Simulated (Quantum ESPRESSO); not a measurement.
Crystal: GaGe.

```
Ge Ga
1.0
     0.00000    2.89784    2.89784
     2.89784    0.00000    2.89784
     2.89784    2.89784    0.00000
Ge Ga
1 1
Direct
  0.00000 0.00000 0.00000
  0.25000 0.25000 0.25000
```

The cell comes from a database or a generator and needn't be the stable form of this composition.

- Program: Quantum ESPRESSO 7.5
- Task: phonons
- Functional: LDA
- Potentials or basis: GBRV 1.5 LDA
- Cutoff: 762 eV
- Density cutoff: 6095 eV
- k mesh: 7 × 7 × 7
- Occupations: cold, width 0.2 eV
- Spin: no spin polarisation
- Target pressure: 10 GPa
- Form of the LDA correlation: PZ81
- Mixing beta: 0.5
- Most SCF iterations: 120
- SCF threshold: 4e-10 Ry

The cell and the atoms were relaxed first at 10 GPa, to 19.78 Å³/atom (a = 3.825 Å, b = 3.825 Å, c = 3.825 Å, α = 60.00°, β = 60.00°, γ = 60.00°), and the response was taken there.

Problem. What is the highest optical frequency at the zone centre?

Solution. 237 cm⁻¹, a mode of symmetry T2 (IR and Raman).

Optical modes at Γ, degenerate ones joined:
```
cm⁻¹  components  symmetry     active in
 237           3        T2  IR and Raman
```

Caveat: the mesh is thin for the phonons of a metal; the volume moved by over 15 % at a fixed basis, so the end points are rough; the cell is more than 3 GPa from zero pressure, which shifts response properties.
